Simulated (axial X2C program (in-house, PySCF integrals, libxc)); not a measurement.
**A two-component session on TaB: properties at the nuclei**

Aim: properties at the nuclei of TaB, with spin–orbit coupling in the Hamiltonian from the start.

Computed with an in-house X2C program for linear molecules on PySCF integrals. Level: two-component X2C with atomic mean-field terms, Ta dyall-cv3z, B dyall-v3z.

All values are calculated.

### Step 1. Input

task.json

```json
{"zs": [73, 5], "q": 0, "bas": ["dyall-cv3z", "dyall-v3z"], "r0": 2.31, "levels": ["PBE0", "HF", "BHandHLYP", "B3LYP", "BP86"], "nst": 3}
```

Keys: zs atomic numbers; q charge; bas basis sets; r0 starting distance in Å; levels methods (HF also brings MP2); nst determinants followed.

Launch:

```
$ python soeom.py task.json out
```

After this run come: Expectation values, lowest determinant; Expectation values, a higher determinant; Expectation values, a higher determinant.

Q: Predict the outcome of this session. Wanted: lowest determinant; Eeff magnitude; Ws magnitude Ta; A∥/gI Ta; qzz Ta; higher determinant (for each run or level that gives them).

**Answer**, as computed:

```
                                        quantity                                            value
                              lowest determinant   Ω = 3 (excess of +ω over −ω: ω = 1/2, ω = 5/2)
                    Eeff magnitude (GV/cm), PBE0                                             23.6
                     Ws magnitude Ta (kHz), PBE0                                             6.37
                            A∥/gI Ta (MHz), PBE0                                             1630
                             qzz Ta (a.u.), PBE0                                             0.87
                              higher determinant        Ω = 1 (excess of +ω over −ω: 2 × ω = 1/2)
Eeff magnitude (GV/cm), PBE0, higher determinant                                             27.3
 Ws magnitude Ta (kHz), PBE0, higher determinant                                             24.4
        A∥/gI Ta (MHz), PBE0, higher determinant                                             4930
         qzz Ta (a.u.), PBE0, higher determinant                                            -4.40
                              higher determinant  Ω = 1 (excess of +ω over −ω: ω = -1/2, ω = 3/2)
Eeff magnitude (GV/cm), PBE0, higher determinant                                             27.7
 Ws magnitude Ta (kHz), PBE0, higher determinant                                             24.4
        A∥/gI Ta (MHz), PBE0, higher determinant                                            -4530
         qzz Ta (a.u.), PBE0, higher determinant                                            -4.26
```

In the first state, the effective field runs from 20.9 to 25.6 GV/cm over the mean-field levels. The expectation values come from single determinants, which for open shells can mix terms of unlike spin or miss the lowest Ω, so a determinant need not be a state. Eeff is the effective electric field on the electron dipole moment in this Ω state and Ws the scalar–pseudoscalar constant (defined with the proton number Z and per Ω); A∥ is the parallel hyperfine constant, which follows by multiplying with the nuclear g factor gI = μI/(I μN); qzz is the electric field gradient, eQq0 = 234.96 MHz × Q/barn × qzz; μ is positive if B is the positive end. The operators were transformed with the bare-nucleus X2C matrices.
